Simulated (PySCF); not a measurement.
# The bond of AlSe+, level by level

What are the lowest state that PBE0 finds, the bond length, vibrational wavenumber and bond energy of AlSe+, and how much do these hang on the method?

Program: PySCF 2.14.0. Level of theory: Al def2-SVP, Se def2-SVP, no relativity. These are calculated values, not measurements.

### Step 1. Set-up

A driver script around PySCF takes these settings:

```json
{
 "atoms": "Al, Se",
 "charge": "1",
 "basis": "Al def2-SVP, Se def2-SVP",
 "Hamiltonian": "no relativity",
 "basis functions": "50",
 "electrons treated": "46",
 "masses in u": "26.9815, 79.9165",
 "levels": "PBE0, PBE, r²SCAN, TPSS, PW91, revPBE, HF, MP2, SCS-MP2, CCSD, CCSD(T)",
 "grid": "80 radial by 434 angular points",
 "occupations": "held fixed by the projection of orbital angular momentum",
 "dissociation limit": "Al+ + Se, each in its ground configuration",
 "starting distance in angstrom": "2.410",
 "values of 2S to try": "0, 2"
}
```

Launch:

```console
$ OMP_NUM_THREADS=1 python dia.py task.json out
```

After this run come: First curve: PBE0; Other states along the same grid; PBE (GGA); r²SCAN; TPSS (meta-GGA); PW91 (GGA); revPBE (GGA); UHF (mean field); MP2 and coupled cluster.

Before running it: what results should come out? Wanted: for each run, Re; ωe; De; μ.

**Answer**, as computed:

Lowest PBE0 solution found, without spin–orbit coupling: ³Π (triplet), unpaired electrons σ ↑, π ↑. State 2 has its PBE0 minimum 0.13 eV higher, as a spin-mixed determinant (⟨S²⟩ = 1.01), so this is no gap between pure states. State 3 has its PBE0 minimum 0.24 eV higher. State 4 has its PBE0 minimum 0.66 eV higher, as a spin-mixed determinant (⟨S²⟩ = 1.01), so this is no gap between pure states. The other levels ran on the lowest alone.

```
      level  Re (Å)  ωe (cm⁻¹)  De (eV)  μ (D)
        UHF   2.333        314    0.258  -7.16
    UHF-MP2   2.312        381     0.67    n/a
UHF-SCS-MP2   2.325        361     0.52    n/a
   UHF-CCSD   2.358        305    0.483    n/a
UHF-CCSD(T)   2.353        322     0.59    n/a
        PBE   2.347        346     1.25  -6.09
     revPBE   2.356        340     1.13  -6.16
       PW91   2.342        349     1.29  -6.10
       TPSS   2.332        359     1.26  -6.24
     r²SCAN   2.315        375     1.30  -6.46
       PBE0   2.325        355     1.09  -6.37
```

De is counted to Al+ + Se in their ground configurations. A positive dipole points from Al to Se; in an ion it is taken about the centre of mass and does not tell which atom is negative.

Bond lengths run from 2.312 Å (UHF-MP2) to 2.358 Å (UHF-CCSD). CCSD(T) can't serve as the judge here: for a weak bond in this basis it is far from its limit. Of the levels with a De here, UHF gives the least (0.258 eV) and r²SCAN the most (1.30 eV).

Correlated steps freeze 14 core orbitals.
